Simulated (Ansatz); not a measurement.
# C2H6MoO2: one species, many methods

An exercise on one series of results from a longer session: the logs are not shown, and one member is left open.

Program: Ansatz 0.2.0, Gaussian basis. Level of theory: functionals in def2-TZVPP, the program's frozen cores in correlated methods. These are calculated values, not measurements.

The runs, in order: LDA (SPW92), PBE-D4, revPBE-D4, BLYP-D4, r2SCAN-D4, B97M-V, PBE0-D4, B3LYP-D4, r2SCANh-D4, r2SCAN0-D4, HSE06-D4, BHLYP-D4, CAM-B3LYP-D4, LC-ωPBE, ωB97X-V, ωB97M-V, B2PLYP, PBE-QIDH; CCSD(T)/def2-SVP; CCSD(T)/def2-TZVPP; MP2/def2-QZVPP; extrapolation to the limit; RPA on PBE.

## The relaxed structure

An earlier PBE0-D4 in a triple-zeta def2 set relaxation fixed the geometry. Mo takes the def2 core potential; no spin-orbit term is included.

SMILES `[CH3][Mo]([CH3])(=[O])=[O]`, 11 atoms, charge 0, spin multiplicity 1.

Atoms are counted from 1 here; the program's logs count them from 0.

Bond lengths: C1–Mo2 2.098 Å, C1–H6 1.095 Å, C1–H7 1.095 Å, C1–H8 1.092 Å, Mo2–C3 2.098 Å, Mo2–O4 1.674 Å, Mo2–O5 1.674 Å, C3–H9 1.092 Å, C3–H10 1.095 Å, C3–H11 1.095 Å. Angles: Mo2–C1–H6 108.7°, Mo2–C1–H7 108.7°, Mo2–C1–H8 112.2°, H6–C1–H7 109.8°, H6–C1–H8 108.7°, H7–C1–H8 108.7°, C1–Mo2–C3 112.6°, C1–Mo2–O4 108.6°, C1–Mo2–O5 108.6°, C3–Mo2–O4 108.6°, C3–Mo2–O5 108.6°, O4–Mo2–O5 110.0°, Mo2–C3–H9 112.2°, Mo2–C3–H10 108.7°, Mo2–C3–H11 108.7°, H9–C3–H10 108.7°, H9–C3–H11 108.7°, H10–C3–H11 109.8°.

The first run:

in.yaml

```yaml
crystal:
  periodic: [false, false, false]
  atoms:
    - {symbol: C, position_ang: [-1.683982, 0.512683, 0.248551]}
    - {symbol: Mo, position_ang: [0.139644, 0.215610, -0.744267]}
    - {symbol: C, position_ang: [1.568869, -0.732455, 0.463318]}
    - {symbol: O, position_ang: [-0.136358, -0.738697, -2.092094]}
    - {symbol: O, position_ang: [0.741445, 1.706305, -1.212391]}
    - {symbol: H, position_ang: [-2.079249, -0.461411, 0.555155]}
    - {symbol: H, position_ang: [-1.505224, 1.135655, 1.131192]}
    - {symbol: H, position_ang: [-2.422843, 1.006907, -0.385594]}
    - {symbol: H, position_ang: [2.515097, -0.884729, -0.060053]}
    - {symbol: H, position_ang: [1.176773, -1.707365, 0.771522]}
    - {symbol: H, position_ang: [1.751229, -0.109503, 1.345263]}
basis:
  gaussian: {orbitals: def2-TZVPP}
hamiltonian: {xc: lda}
output: {orbitals: {seedname: orbitals}}
```

Command:

```bash
$ ansatz run in.yaml --threads 4 --pin off --events-out ev --progress --plain --max-ram 10444MiB
```

Steps of the session up to this table: LDA; PBE-D4 (GGA); revPBE-D4 (GGA); BLYP-D4 (GGA); r2SCAN-D4 (meta-GGA); B97M-V (meta-GGA); B3LYP-D4 (hybrid); r2SCANh-D4 (hybrid); r2SCAN0-D4 (hybrid); HSE06-D4 (hybrid); BHLYP-D4 (hybrid); CAM-B3LYP-D4 (range-separated); LC-ωPBE (range-separated); ωB97X-V (range-separated); ωB97M-V (range-separated); B2PLYP (double hybrid); PBE-QIDH (double hybrid).

One of the session's tables, all rows but one given; the rest of the session is left out.

It belongs to the step «Frontier levels by functional». 

| functional | HOMO (eV) | LUMO (eV) | gap (eV) |
| --- | --- | --- | --- |
| LDA (SPW92) | -7.42 | -3.74 | 3.68 |
| PBE-D4 | -7.23 | -3.50 | 3.74 |
| revPBE-D4 | ? | ? | ? |
| BLYP-D4 | -7.12 | -3.42 | 3.70 |
| r2SCAN-D4 | -7.53 | -3.42 | 4.11 |
| B97M-V | -7.61 | -3.40 | 4.21 |
| PBE0-D4 | -8.60 | -2.71 | 5.89 |
| B3LYP-D4 | -8.38 | -2.96 | 5.42 |
| r2SCANh-D4 | -8.04 | -3.12 | 4.92 |
| r2SCAN0-D4 | -8.81 | -2.66 | 6.15 |
| HSE06-D4 | -8.20 | -3.09 | 5.11 |
| BHLYP-D4 | -9.89 | -1.80 | 8.09 |
| CAM-B3LYP-D4 | -10.04 | -1.66 | 8.37 |
| LC-ωPBE | -11.41 | -0.47 | 10.93 |
| ωB97X-V | -11.03 | -0.56 | 10.47 |
| ωB97M-V | -10.94 | -0.63 | 10.31 |

**Question.** Estimate the row for revPBE-D4.

**Answer.** HOMO (eV): -7.16; LUMO (eV): -3.39; gap (eV): 3.76. In the column «HOMO (eV)» it lies between PBE-D4 (-7.23) and BLYP-D4 (-7.12).
